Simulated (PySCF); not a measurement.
NSiFH2, in a box:

```xyz
5
Lattice="12.0000 0.0000 0.0000 0.0000 12.0000 0.0000 0.0000 0.0000 11.0000" Properties=species:S:1:pos:R:3 pbc="T T T"
N     5.4668    6.2731    5.1002
Si    6.0242    4.8994    5.9363
F     7.4536    5.4842    6.4327
H     5.9735    7.1426    5.0103
H     4.5724    6.2921    4.6352
```

Base run:

* Program: PySCF 2.14.0
* Functional: PBE
* Potentials or basis: cc-pvdz (all-electron)
* k mesh: 1 × 1 × 1
* Occupations: fixed
* Spin: no spin polarisation

Its results: gap between the frontier levels 4.12 eV.

After a change of settings the same cell gave: gap between the frontier levels 4.06 eV. Which change was it?
A. functional from PBE to SOGGA11
B. functional from PBE to PBE0; dispersion from none to D3(BJ)
C. functional from PBE to B3LYP5

A.

Caveats: this is a molecule in a periodic box at the Γ point, so its band gap is the HOMO-LUMO gap; the basis of atomic orbitals isn't converged, which shifts pressures, moduli and gaps.
